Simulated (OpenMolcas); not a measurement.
# Ru³⁺ among point charges: CASSCF levels and susceptibility

Aim: the splitting of the states of Ru³⁺ in the field of 5 point charges, its lowest levels with spin-orbit coupling and its magnetic susceptibility.

The numbers are computed with OpenMolcas 26.06 (state-averaged CASSCF, spin-orbit coupling by RASSI with atomic mean-field integrals), except any that are marked as measured or tabulated.

1 further run of the same task is left out (set aside as unsound or not needed).

### Step 1. The atom as given

| Property | Result |
| --- | --- |
| Species | Ru³⁺ (ruthenium, Z = 44, 41 electrons) |
| Basis | ANO-RCC-VDZP [6s5p3d1f], 43 functions |
| Scalar Hamiltonian | DKH2, point nucleus |
| Inactive shells | 1s 2s 2p 3s 3p 3d 4s 4p |
| Active space | 5 electrons in 5 orbitals (4d) |
| Some configurations of this space | 4d5 |
| Orbitals | optimised for each spin and parity, averaged over all roots |

The outer shells:

4d5
```
4d [↑ ][↑ ][↑ ][↑ ][↑ ]
```

The ion sits among 5 point charges of -2 e arranged as a trigonal bipyramid (D3h), 1.85 Å from the ion, with the axial distance 2.054 Å.

Each step is its own input file, run in one work folder so that later steps find the files of earlier ones. Labels, J, g values, rates, χT and fits are worked out afterwards by a script from the matrices that RASSI stores.

### Step 2. GATEWAY and SEWARD: basis and integrals

a.inp

```
&GATEWAY
Coord
1

Ru 0.0 0.0 0.0
Basis=ANO-RCC-VDZP
Group=NoSym
NoMove
AngMom=0.0 0.0 0.0
AMFI
XField
5 Angstrom 0
1.850000 0.000000 0.000000 -2.000000
-0.925000 1.602147 0.000000 -2.000000
-0.925000 -1.602147 0.000000 -2.000000
0.000000 0.000000 2.053500 -2.000000
0.000000 0.000000 -2.053500 -2.000000
&SEWARD
```

Started as:

```bash
> OMP_NUM_THREADS=1 MOLCAS_MEM=1689 MOLCAS_PROJECT=a pymolcas a.inp > a.log
```

The program printed:

```text
Basis set label: RU.ANO-RCC...6S5P3D1F.

      Electronic valence basis set:
      ------------------
      Associated Effective Charge  44.000000 au
      Associated Actual Charge     44.000000 au
      Nuclear Model: Point charge

      Shell  nPrim  nBasis  Cartesian Spherical Contaminant
         s      21       6        X
         p      18       5        X
         d      13       3                 X
         f       6       1                 X
                  Relativistic Douglas-Kroll-Hess integrals:
                    - DKH order of Hamiltonian: 2
                    - DKH order of Properties : 0
                  Atomic mean-field integrals
```

### Step 3. CASSCF: sextets, 1 root

a.inp

```
&RASSCF
FileOrb=start.orb
Symmetry=1
Spin=6
nActEl=5 0 0
Inactive=18
Ras2=5
CIRoot=1 1 1
SDav=1
CIMx=300
Iter=120 100
PrWF=0.3
OrbListing=Nothing
MaxOrb=0
>>> COPY $Project.JobIph JOB001
```

Started as:

```bash
> OMP_NUM_THREADS=1 MOLCAS_MEM=1689 MOLCAS_PROJECT=a pymolcas a.inp > a.log
```

start.orb holds the contracted functions of the basis, ordered by shell, or the orbitals of the step before.

The program printed (excerpt; [...] marks lines left out):

```text
[...]
      Number of active orbitals                  5
[...]
      Spin quantum number                      2.5
[...]
      Active orbitals                            5
[...]
      Number of CSFs                             1
      Number of root(s) required                 1
[...]
      Convergence after 15 iterations
[...]
      Natural orbitals and occupation numbers for root  1
      sym 1:   1.000000   1.000000   1.000000   1.000000   1.000000
::    RASSCF root number  1 Total energy:  -4533.85417386
```

### Step 4. CASSCF: quartets, 24 roots

a.inp

```
&RASSCF
FileOrb=start.orb
Symmetry=1
Spin=4
nActEl=5 0 0
Inactive=18
Ras2=5
CIRoot=24 24 1
SDav=24
CIMx=300
Iter=120 100
PrWF=0.3
OrbListing=Nothing
MaxOrb=0
>>> COPY $Project.JobIph JOB002
```

The program printed (excerpt; [...] marks lines left out):

```text
[...]
      Number of active orbitals                  5
[...]
      Spin quantum number                      1.5
[...]
      Active orbitals                            5
[...]
      Number of CSFs                            24
      Number of root(s) required                24
[...]
      Convergence after 13 iterations
[...]
      Natural orbitals and occupation numbers for root  1
      sym 1:   1.038212   0.961788   1.002957   1.904681   0.092362
      Natural orbitals and occupation numbers for root  2
      sym 1:   0.961788   1.904681   0.092362   1.038212   1.002957
      Natural orbitals and occupation numbers for root  3
      sym 1:   1.000000   1.000000   1.000000   1.000000   1.000000
::    RASSCF root number  1 Total energy:  -4533.76042614
::    RASSCF root number  2 Total energy:  -4533.76042614
::    RASSCF root number  3 Total energy:  -4533.73852828
[...]
::    RASSCF root number 21 Total energy:  -4533.64914290
::    RASSCF root number 22 Total energy:  -4533.64872354
::    RASSCF root number 23 Total energy:  -4533.64537221
::    RASSCF root number 24 Total energy:  -4533.64537221
```

### Step 5. Reference wave functions, doublets, 75 roots

a.inp

```
&RASSCF
FileOrb=start.orb
Symmetry=1
Spin=2
nActEl=5 0 0
Inactive=18
Ras2=5
CIRoot=75 75 1
SDav=75
CIMx=300
Iter=120 100
PrWF=0.3
OrbListing=Nothing
MaxOrb=0
>>> COPY $Project.JobIph JOB003
```

The program printed (excerpt; [...] marks lines left out):

```text
[...]
      Number of active orbitals                  5
[...]
      Spin quantum number                      0.5
[...]
      Active orbitals                            5
[...]
      Number of CSFs                            75
      Number of root(s) required                75
[...]
      Convergence after 10 iterations
[...]
      Natural orbitals and occupation numbers for root  1
      sym 1:   1.827417   1.066589   0.051738   1.825027   0.229230
      Natural orbitals and occupation numbers for root  2
      sym 1:   1.825027   0.229221   0.051745   1.827417   1.066590
      Natural orbitals and occupation numbers for root  3
      sym 1:   1.461504   0.992455   0.077164   1.461505   1.007372
::    RASSCF root number  1 Total energy:  -4533.71221914
::    RASSCF root number  2 Total energy:  -4533.71221914
::    RASSCF root number  3 Total energy:  -4533.70646073
[...]
::    RASSCF root number 27 Total energy:  -4533.65454744
::    RASSCF root number 28 Total energy:  -4533.65298162
::    RASSCF root number 29 Total energy:  -4533.65292357
::    RASSCF root number 30 Total energy:  -4533.65292357
```

### Step 6. RASSI: spin-orbit coupling between the states

a.inp

```
&RASSI
NrOfJobIphs=3 1 24 75
1
1 2 3 4 5 6 7 8 9 10 11 12 13 14 15 16 17 18 19 20 21 22 23 24
1 2 3 4 5 6 7 8 9 10 11 12 13 14 15 16 17 18 19 20 21 22 23 24 25 26 27
28 29 30 31 32 33 34 35 36 37 38 39 40 41 42 43 44 45 46 47 48 49 50 51
52 53 54 55 56 57 58 59 60 61 62 63 64 65 66 67 68 69 70 71 72 73 74 75
IphNames
JOB001
JOB002
JOB003
EJob
SpinOrbit
DIPRint=1.0
SOCoupling=1000.0
Subsets=2
Property=9
'ANGMOM' 1 'ANGMOM' 2 'ANGMOM' 3 'MLTPL  1' 1 'MLTPL  1' 2 'MLTPL  1' 3
'AMFI' 1 'AMFI' 2 'AMFI' 3
SOProperty=3
'ANGMOM' 1 'ANGMOM' 2 'ANGMOM' 3
```

The program printed:

```text
SPIN-FREE ENERGIES:
  (Shifted by EMIN (a.u.) =      -4533.8541738622)

 SF State       Relative EMIN(au)   Rel lowest level(eV)    D:o, cm**(-1)      L_eff

     1             0.0000000000        0.0000000000              0.0000         0.0
     2             0.0937477266        2.5510055983          20575.2477         3.0
     3             0.0937477266        2.5510055983          20575.2477         3.0
     4             0.1156455772        3.1468764693          25381.2704         3.6
     5             0.1176574606        3.2016226045          25822.8278         3.7
     6             0.1176574606        3.2016226045          25822.8278         3.7
     7             0.1181417148        3.2147998337          25929.1093         3.9
     8             0.1192695091        3.2454886783          26176.6315         3.9
     9             0.1203310974        3.2743759698          26409.6233         3.9
    10             0.1203310974        3.2743759698          26409.6233         3.9
    11             0.1405409697        3.8243146101          30845.1775         2.0
    12             0.1405409697        3.8243146101          30845.1775         2.0
    13             0.1417037986        3.8559567952          31100.3890         0.9
    26             0.1419547190        3.8627846890          31155.4596         4.5
    27             0.1419547190        3.8627846890          31155.4596         4.5
    14             0.1426577486        3.8819150994          31309.7568         2.2
    16             0.1462121537        3.9786353870          32089.8585         2.1
    15             0.1462121537        3.9786353870          32089.8585         2.1
    28             0.1477131298        4.0194790273          32419.2847         5.4
    29             0.1477131298        4.0194790273          32419.2847         5.4
    30             0.1503029553        4.0899517717          32987.6857         5.0
    31             0.1513939498        4.1196392425          33227.1313         5.0
    32             0.1567611095        4.2656870977          34405.0867         4.7
    33             0.1567611095        4.2656870977          34405.0867         4.7
    17             0.1633928420        4.4461457322          35860.5838         2.3
    18             0.1633928420        4.4461457322          35860.5838         2.3
    34             0.1642719931        4.4700686546          36053.5351         5.5
    35             0.1642719931        4.4700686546          36053.5351         5.5
    36             0.1664257282        4.5286747720          36526.2254         3.0
    37             0.1664257282        4.5286747720          36526.2254         3.0
    38             0.1702986999        4.6340637005          37376.2444         5.6
    39             0.1706236454        4.6429059178          37447.5617         5.8
    40             0.1707291583        4.6457770691          37470.7191         5.7
    41             0.1805366653        4.9126529313          39623.2181         3.6
    42             0.1805366653        4.9126529313          39623.2181         3.6
    43             0.1877288417        5.1083620209          41201.7183         3.7
    44             0.1878483656        5.1116144308          41227.9508         3.7
    45             0.1916848575        5.2160106943          42069.9634         2.6
    46             0.1933206961        5.2605241313          42428.9885         3.0
    47             0.1933558506        5.2614807334          42436.7040         4.1
Eigenvalues of complex Hamiltonian:
   -----------------------------------
  (Shifted by EMIN (a.u.) =      -4533.8541738622)

 SO State       Relative EMIN(au)   Rel lowest level(eV)    D:o, cm**(-1)     J-value

     1            -0.0010705266        0.0000000000              0.0000         1.2
     2            -0.0010705266        0.0000000000              0.0000         1.2
     3            -0.0009920561        0.0021352890             17.2223         2.1
     4            -0.0009920561        0.0021352890             17.2223         2.1
     5            -0.0009512727        0.0032450615             26.1732         2.5
     6            -0.0009512727        0.0032450615             26.1732         2.5
     7             0.0910112633        2.5056731505          20209.6169         3.1
     8             0.0910112633        2.5056731505          20209.6169         3.1
     9             0.0913093969        2.5137857779          20275.0496         3.3
    10             0.0913093969        2.5137857779          20275.0496         3.3
    11             0.0929094738        2.5573260886          20626.2259         3.4
    12             0.0929094738        2.5573260886          20626.2259         3.4
    13             0.0947278884        2.6068076720          21025.3218         3.1
    14             0.0947278884        2.6068076720          21025.3218         3.1
    15             0.1141161944        3.1343903547          25280.5631         3.8
    16             0.1141161944        3.1343903547          25280.5631         3.8
    17             0.1145790804        3.1469861243          25382.1549         2.9
    18             0.1145790804        3.1469861243          25382.1549         2.9
    19             0.1146397617        3.1486373460          25395.4729         2.9
    20             0.1146397617        3.1486373460          25395.4729         2.9
    21             0.1148943983        3.1555663607          25451.3591         3.3
    22             0.1148943983        3.1555663607          25451.3591         3.3
    23             0.1153026703        3.1666760072          25540.9645         2.7
    24             0.1153026703        3.1666760072          25540.9645         2.7
    25             0.1169345659        3.2110821487          25899.1242         3.8
    26             0.1169345659        3.2110821487          25899.1242         3.8
    27             0.1173860187        3.2233668076          25998.2066         3.8
    28             0.1173860187        3.2233668076          25998.2066         3.8
    29             0.1177883934        3.2343159796          26086.5176         3.1
    30             0.1177883934        3.2343159796          26086.5176         3.1
    31             0.1180094822        3.2403321118          26135.0410         3.5
    32             0.1180094822        3.2403321118          26135.0410         3.5
    33             0.1185201738        3.2542287390          26247.1249         3.6
    34             0.1185201738        3.2542287390          26247.1249         3.6
    35             0.1187746556        3.2611535420          26302.9772         2.8
    36             0.1187746556        3.2611535420          26302.9772         2.8
    37             0.1190628267        3.2689950762          26366.2234         2.4
    38             0.1190628267        3.2689950762          26366.2234         2.4
    39             0.1197671902        3.2881617843          26520.8133         2.0
    40             0.1197671902        3.2881617843          26520.8133         2.0
    41             0.1202679407        3.3017878981          26630.7154         1.7
Weights of the five most important spin-orbit-free states for each spin-orbit state.

 SO State  Total energy (au)           Spin-free states, spin, and weights
 -------------------------------------------------------------------------------------------------------
    1        -0.001071       1 2.5  0.9909    2 1.5  0.0029    3 1.5  0.0029   18 1.5  0.0015   17 1.5  0.0015
    2        -0.001071       1 2.5  0.9909    2 1.5  0.0029    3 1.5  0.0029   17 1.5  0.0015   18 1.5  0.0015
    3        -0.000992       1 2.5  0.9921   13 1.5  0.0025    3 1.5  0.0017    2 1.5  0.0017   18 1.5  0.0009
    4        -0.000992       1 2.5  0.9921   13 1.5  0.0025    3 1.5  0.0017    2 1.5  0.0017   18 1.5  0.0009
    5        -0.000951       1 2.5  0.9927   13 1.5  0.0037    2 1.5  0.0011    3 1.5  0.0011   17 1.5  0.0006
    6        -0.000951       1 2.5  0.9927   13 1.5  0.0037    2 1.5  0.0011    3 1.5  0.0011   17 1.5  0.0006
    7         0.091011       3 1.5  0.4844    2 1.5  0.4844    1 2.5  0.0059   26 0.5  0.0048   27 0.5  0.0048
    8         0.091011       3 1.5  0.4844    2 1.5  0.4844    1 2.5  0.0059   26 0.5  0.0048   27 0.5  0.0048
    9         0.091309       2 1.5  0.4788    3 1.5  0.4788   37 0.5  0.0067   36 0.5  0.0067   27 0.5  0.0039
   10         0.091309       2 1.5  0.4788    3 1.5  0.4788   37 0.5  0.0067   36 0.5  0.0067   27 0.5  0.0039
   11         0.092909       3 1.5  0.4883    2 1.5  0.4883   37 0.5  0.0045   36 0.5  0.0045   16 1.5  0.0026
   12         0.092909       3 1.5  0.4883    2 1.5  0.4883   36 0.5  0.0045   37 0.5  0.0045   16 1.5  0.0026
```

These steps: 20 s of run time, 1 thread of AMD EPYC 9R45 (Zen 5), shared host.

Spin-free states, with their symmetry labels:

```csv
state,degeneracy,E (cm-1),free-ion L (%)
6A1,1,0,S (100)
4E,2,20575,G (63)
4A1,1,25381,G (90)
4E,2,25823,G (91)
4A2,1,25929,G (96)
4A1,1,26177,G (96)
4E,2,26410,G (100)
4E,2,30845,D (84)
4A2,1,31100,P (100)
2E,2,31155,I (44)
4A1,1,31310,D (90)
4E,2,32090,D (86)
2E,2,32419,I (69)
2A1,1,32988,I (68)
2A2,1,33227,I (69)
2E,2,34405,I (57)
4E,2,35861,P (63)
2E,2,36054,I (98)
2E,2,36526,D (54)
2A1,1,37376,I (97)
2A2,1,37448,I (100)
2A1,1,37471,I (99)
2E,2,39623,D (62)
2A2,1,41202,G (47)
```

With spin-orbit coupling:

```
E (cm-1)  Degeneracy  Label  2S+1                g
     0.0           2   E1/2     6   0.00 0.00 9.99
    17.2           2   E3/2     6   0.00 0.00 6.00
    26.2           2   E1/2     6   2.00 6.00 6.00
   20210           2   E1/2     4   0.00 0.00 7.96
   20275           2   E3/2     4   0.00 0.00 3.97
   20626           2   E1/2     4   0.06 1.15 1.15
   21025           2   E1/2     4   0.90 0.90 3.93
   25281           2   E1/2     4   1.98 3.55 3.55
   25382           2   E1/2     4   0.92 0.92 8.89
   25395           2   E3/2     4   0.00 0.00 2.12
   25451           2   E3/2     4   0.00 0.00 4.12
   25541           2   E1/2     4   1.37 1.37 4.63
   25899           2   E1/2     4   0.37 5.06 5.06
   25998           2   E3/2     4   0.00 0.00 1.93
   26087           2   E1/2     4   0.05 0.05 4.86
   26135           2   E1/2     4   3.59 3.59 3.84
   26247           2   E3/2     4   0.00 0.00 7.64
   26303           2   E1/2     4   2.01 2.06 2.06
   26366           2   E1/2     4  0.01 0.01 10.82
   26521           2   E1/2     4   1.05 1.05 6.16
   26631           2   E3/2     4  0.00 0.00 10.30
   28989           2   E1/2     4   2.72 3.52 3.52
   29371           2   E3/2     4   0.00 0.00 5.21
   30175           2   E1/2     4   1.60 2.88 2.88
```

The table of states holds 24 of 67 computed; the rest, higher up, is left out. Labels of spin-orbit levels are those of the rotation subgroup (D3 for D3h). Principal g values are given for doublets only; a zero marks a field direction without first-order Zeeman splitting.

Powder χT (cm³ K/mol): 3.32 at 2 K, 3.61 at 5 K, 3.96 at 10 K, 4.23 at 20 K, 4.35 at 50 K, 4.37 at 100 K, 4.37 at 150 K, 4.37 at 200 K, 4.37 at 250 K, 4.37 at 300 K.

Orbitals of the lowest block (energies include the constant potential of the surroundings):

| shell | space | energy (hartree) | mean occupation | ⟨r²⟩ (bohr²) |
| --- | --- | --- | --- | --- |
| 1s | inactive | -815.3700 | 2.000 | 0.00147 |
| 2s | inactive | -118.9682 | 2.000 | 0.0249 |
| 2p | inactive | -106.2203 | 6.000 | 0.0197 |
| 3s | inactive | -21.0491 | 2.000 | 0.183 |
| 3p | inactive | -16.7369 | 6.000 | 0.187 |
| 3d | inactive | -9.7789 | 10.000 | 0.175 |
| 4s | inactive | -2.0039 | 2.000 | 1.18 |
| 4p | inactive | -0.6842 | 6.000 | 1.42 |
| 4d | RAS2 |  | 5.000 | 2.64 |

### Step 7. What came out

| quantity | value |
| --- | --- |
| method | CASSCF |
| spin-free ground state | 6A1, 1-fold in its orbital part |
| lowest level | 2-fold E1/2, g = 0.00, 0.00, 9.99 |
| next level | 17.2 cm⁻¹ |
| χT at 300 K | 4.37 cm³ K/mol |
| effective moment at 300 K | 5.91 μB |

What this shows: The spin-free ground state (6A1) comes to 100 % from free-ion S terms and keeps the highest spin of the shell. χT at 300 K is 4.37, against 4.39 cm³ K/mol for the spin alone, as a half-filled shell (L = 0) has no orbital moment. An active space of the d shell alone favours high spin; real ions in strong fields can be low spin. The field of point charges can differ much from that of real complexes. With metal d orbitals alone active, the gaps between spin states are rough; where two lie within a few thousand cm-1, their order is open. This is an electrostatic model: the charges have no orbitals.
